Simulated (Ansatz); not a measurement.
# C24H14 (dbae): the cost of one run

Computed with Ansatz 0.2.0 (DFT custom functional, Gaussian basis def2-SVP, and further levels as typed in the inputs, unless a step's input says otherwise).

2 further runs of the same task are left out: 2 that didn't finish.

**1. Starting point**

Bond lengths (14 of 43 bonds, heavy atoms first): C1–C2 1.373 Å, C2–C3 1.382 Å, C3–C4 1.428 Å, C4–C5 1.376 Å, C1–C6 1.417 Å, C5–C6 1.409 Å, C5–C7 1.410 Å, C7–C8 1.430 Å, C8–C9 1.512 Å, C9–C10 1.414 Å, C10–C11 1.376 Å, C11–C12 1.379 Å, C12–C13 1.390 Å, C9–C14 1.407 Å. Angles (14 of 72 angles, heavy atoms first): C1–C2–C3 121.6°, C2–C1–C6 117.8°, C2–C3–C4 122.0°, C3–C4–C5 116.1°, C3–C4–C22 124.1°, C5–C4–C22 119.8°, C4–C5–C6 122.2°, C4–C5–C7 120.3°, C6–C5–C7 117.4°, C1–C6–C5 120.3°, C5–C7–C8 121.4°, C7–C8–C9 120.6°, C7–C8–C23 118.6°, C9–C8–C23 120.9°.

Structure file:

```xyz
38

C     4.9326   -1.3815    0.8282
C     5.0649   -0.0170    0.7444
C     3.9700    0.8060    0.5634
C     2.6429    0.2888    0.4607
C     2.5182   -1.0796    0.5370
C     3.6310   -1.9271    0.7064
C     1.2505   -1.6869    0.4236
C     0.0630   -0.9087    0.2520
C    -1.2885   -1.5801    0.1516
C    -1.4533   -2.9830    0.2239
C    -2.6989   -3.5578    0.1160
C    -3.8345   -2.8000   -0.0779
C    -3.7004   -1.4173   -0.1262
C    -2.4339   -0.7839   -0.0355
C    -2.2869    0.6942   -0.1371
C    -3.3948    1.5622   -0.3165
C    -3.2641    2.9498   -0.3891
C    -1.9711    3.5238   -0.2865
C    -0.8436    2.6866   -0.1049
C     0.3756    3.2831   -0.0342
C     1.5395    2.5198    0.1664
C     1.4859    1.0946    0.2636
C     0.1809    0.4753    0.1659
C    -0.9670    1.2760   -0.0177
H     5.7701   -2.0203    0.9750
H     6.0831    0.4269    0.8308
H     4.1510    1.8933    0.4955
H     3.5231   -2.9960    0.7781
H     1.1918   -2.7461    0.5071
H    -0.6202   -3.6754    0.3589
H    -2.8049   -4.6633    0.1859
H    -4.8074   -3.2544   -0.1325
H    -4.5989   -0.8497   -0.2837
H    -4.3784    1.1959   -0.4158
H    -4.1130    3.5924   -0.5300
H    -1.8770    4.5884   -0.3710
H     0.5157    4.3721   -0.0847
H     2.4718    3.0330    0.2437
```

**2. Relaxing the atoms: C24H14 (dbae), charge +3**

Contents of input.yaml:

```yaml
crystal:
  periodic: [false, false, false]
  atoms:
    - { symbol: C, position_ang: [4.93262628, -1.3814549, 0.82817497] }
    - { symbol: C, position_ang: [5.06492507, -0.01704388, 0.74439241] }
    - { symbol: C, position_ang: [3.97004259, 0.80603999, 0.56340182] }
    - { symbol: C, position_ang: [2.64293782, 0.28882135, 0.46066622] }
    - { symbol: C, position_ang: [2.51821318, -1.07955427, 0.53695034] }
    - { symbol: C, position_ang: [3.63102323, -1.9271436, 0.70644523] }
    - { symbol: C, position_ang: [1.25050367, -1.68694068, 0.42362953] }
    - { symbol: C, position_ang: [0.0630235, -0.90872852, 0.25198716] }
    - { symbol: C, position_ang: [-1.28849785, -1.58009993, 0.15155245] }
    - { symbol: C, position_ang: [-1.45333513, -2.98297836, 0.22393969] }
    - { symbol: C, position_ang: [-2.69893944, -3.55775889, 0.11604877] }
    - { symbol: C, position_ang: [-3.83452417, -2.79999766, -0.07790083] }
    - { symbol: C, position_ang: [-3.70038792, -1.41727876, -0.12624022] }
    - { symbol: C, position_ang: [-2.43389914, -0.78392285, -0.03550325] }
    - { symbol: C, position_ang: [-2.28689271, 0.69416859, -0.1371165] }
    - { symbol: C, position_ang: [-3.39482594, 1.56220118, -0.31650286] }
    - { symbol: C, position_ang: [-3.26413258, 2.94976238, -0.38906817] }
    - { symbol: C, position_ang: [-1.97113202, 3.52379187, -0.28645609] }
    - { symbol: C, position_ang: [-0.84363457, 2.68656699, -0.10494167] }
    - { symbol: C, position_ang: [0.3756011, 3.28314115, -0.03424472] }
    - { symbol: C, position_ang: [1.53949148, 2.51980738, 0.16636585] }
    - { symbol: C, position_ang: [1.48585645, 1.09455272, 0.26364617] }
    - { symbol: C, position_ang: [0.18093946, 0.47530805, 0.16589947] }
    - { symbol: C, position_ang: [-0.96698022, 1.27598069, -0.01768662] }
    - { symbol: H, position_ang: [5.77007493, -2.02032373, 0.97496788] }
    - { symbol: H, position_ang: [6.08307216, 0.42693163, 0.83076087] }
    - { symbol: H, position_ang: [4.15102236, 1.89327663, 0.49550331] }
    - { symbol: H, position_ang: [3.52308563, -2.99603923, 0.77806088] }
    - { symbol: H, position_ang: [1.19182063, -2.74608118, 0.50706896] }
    - { symbol: H, position_ang: [-0.62020657, -3.67537738, 0.35892159] }
    - { symbol: H, position_ang: [-2.80494079, -4.66332417, 0.18588004] }
    - { symbol: H, position_ang: [-4.80738705, -3.25439708, -0.13245454] }
    - { symbol: H, position_ang: [-4.59891928, -0.84968437, -0.28370206] }
    - { symbol: H, position_ang: [-4.37841851, 1.19589286, -0.41577537] }
    - { symbol: H, position_ang: [-4.11298741, 3.59244486, -0.53003529] }
    - { symbol: H, position_ang: [-1.87703014, 4.58842418, -0.37099527] }
    - { symbol: H, position_ang: [0.51565062, 4.3721306, -0.08469648] }
    - { symbol: H, position_ang: [2.47184928, 3.03301802, 0.24366658] }
magnetization:
  spin_polarized: true
  initial_magnetization: 1
total_charge: 3
basis:
  gaussian: { orbitals: def2-SVP }
hamiltonian:
  xc: { name: B3LYP }
relax:
  f_tol: 0.015
  max_steps: 80
output:
  orbitals: {}
```

On the command line:

```console
> ansatz run input.yaml --threads 8 --pin off --max-ram 20480MiB --backend cpu --events-out ev --progress --plain --runs-dir out
```

What time and memory should one allow on 8 threads of Arm Neoverse V1, shared host?

About 12 min, with a peak of 5.2 GiB.
